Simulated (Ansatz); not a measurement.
This script drives the Ansatz DFT code, driven from Python.

The script reads `tati3.xyz`:
```text
4
Lattice="4.133054 0.0 0.0 0.0 4.133054 0.0 0.0 0.0 4.133054" Properties=species:S:1:pos:R:3 pbc="T T T"
Ti    0.00000000    2.06652700    2.06652700
Ti    2.06652700    0.00000000    2.06652700
Ti    2.06652700    2.06652700    0.00000000
Ta    0.00000000    0.00000000    0.00000000
```

`tati3.py`:
```python
"""k-point test for TaTi3."""

import warnings

import ansatz as az
import pandas as pd

warnings.simplefilter("ignore", az.DeckWarning)

system = az.Crystal.from_extxyz("tati3.xyz")

calc = (
    system.calculation()
    .functional("r2scan")
    .occupations("cold", width=0.15)
)

rows = []
for value in [(2, 2, 2), (3, 3, 3), (4, 4, 4), (5, 5, 5), (6, 6, 6), (7, 7, 7)]:
    summary = calc.kpoints(*value).run(threads=1).report
    rows.append((value, summary["free_energy_ev"] / len(summary["lattice"]["sites"]), summary["n_iterations"], summary["n_kpoints"]))

table = pd.DataFrame(rows, columns=["mesh", "F/atom (eV)", "iterations", "k-points"])
print(table.round(5).to_string(index=False))

# the last row is the reference
for row in rows[:-1]:
    shift = 1000 * (row[1] - rows[-1][1])
    print(f"{row[0]}: {shift:+.2f} meV/atom" + ("  (within 2 meV)" if abs(shift) < 2 else ""))
```

It is started by `python tati3.py`. How long does it take on 1 thread of Arm Neoverse V2, with other jobs on the host, and how much memory does it need?

It took about 18 s, with a peak of 0.57 GiB, for 6 runs of the engine.

Output of `python tati3.py`:
```text
     mesh  F/atom (eV)  iterations  k-points
(2, 2, 2)  -4364.11942           8         4
(3, 3, 3)  -4364.24630           8         4
(4, 4, 4)  -4364.28166           7        10
(5, 5, 5)  -4364.25424           7        10
(6, 6, 6)  -4364.25783           7        20
(7, 7, 7)  -4364.26054           7        20
(2, 2, 2): +141.12 meV/atom
(3, 3, 3): +14.25 meV/atom
(4, 4, 4): -21.12 meV/atom
(5, 5, 5): +6.30 meV/atom
(6, 6, 6): +2.71 meV/atom
```

Reading the output:
- Spin-orbit coupling, which matters for elements this heavy, is left out.
- This cell is a computed structure, which may not be the phase found in nature.
- Shifts are counted from the finest mesh, which is itself no proven limit.
